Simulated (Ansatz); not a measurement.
**HAuO: basis-set convergence**

Aim: see how fast density functionals converge with the basis set for HAuO.

Computed with Ansatz 0.2.0, Gaussian basis. Level: one geometry, several basis sets.

Plan: PBE0-D4/def2-SVP; ωB97M-V/def2-SVP; PBE0-D4/def2-QZVPP; ωB97M-V/def2-QZVPP; the functionals' def2-TZVPP values are taken from earlier runs.

### Step 1. The geometry

All runs share one geometry, relaxed beforehand with PBE0-D4 in a triple-zeta def2 set. Au takes the def2 core potential; no spin-orbit term is included.

SMILES `[OH][Au]`, 3 atoms, charge 0, spin multiplicity 1.

Atoms are counted from 1 here; the program's logs count them from 0.

Bond lengths: O1–Au2 1.952 Å, O1–H3 0.965 Å. Angles: Au2–O1–H3 104.8°.

As a file:

```mol
AuHO
  3D, bonds by distance, orders not assigned

  3  2  0  0  0  0  0  0  0  0999 V2000
   -0.3983   -0.4568   -0.2777 O   0  0
    1.2370    0.0078    0.6817 Au  0  0
   -0.8496    0.3842   -0.4172 H   0  0
  1  2  8  0
  1  3  8  0
M  END
```

### Step 2. PBE0-D4 in def2-SVP

File in.yaml:

```yaml
crystal:
  periodic: [false, false, false]
  atoms:
    - {symbol: O, position_ang: [-0.398297, -0.456827, -0.277736]}
    - {symbol: Au, position_ang: [1.237022, 0.007831, 0.681721]}
    - {symbol: H, position_ang: [-0.849626, 0.384195, -0.417185]}
basis:
  gaussian: {orbitals: def2-SVP}
hamiltonian: {xc: pbe0, dispersion: d4}
output: {orbitals: {seedname: orbitals}}
```

Launch:

```bash
$ ansatz run in.yaml --threads 2 --pin off --events-out ev --progress --plain --max-ram 32768MiB --backend cpu
```

Further steps of the session: ωB97M-V in def2-SVP; PBE0-D4 in def2-QZVPP; ωB97M-V in def2-QZVPP.

Before running them: what should the planned runs give, taken together? Wanted: PBE0-D4: double and triple zeta above quadruple; ωB97M-V: double and triple zeta above quadruple.

The runs gave:

| quantity | value |
| --- | --- |
| PBE0-D4: double and triple zeta above quadruple | 3.05, 0.18 eV |
| ωB97M-V: double and triple zeta above quadruple | 3.15, 0.18 eV |

**Reading.** For PBE0-D4 the step from double to triple zeta gains 2.88 eV and the next only 0.18 eV. Total energies overstate the basis error of differences, where much of it tends to cancel.
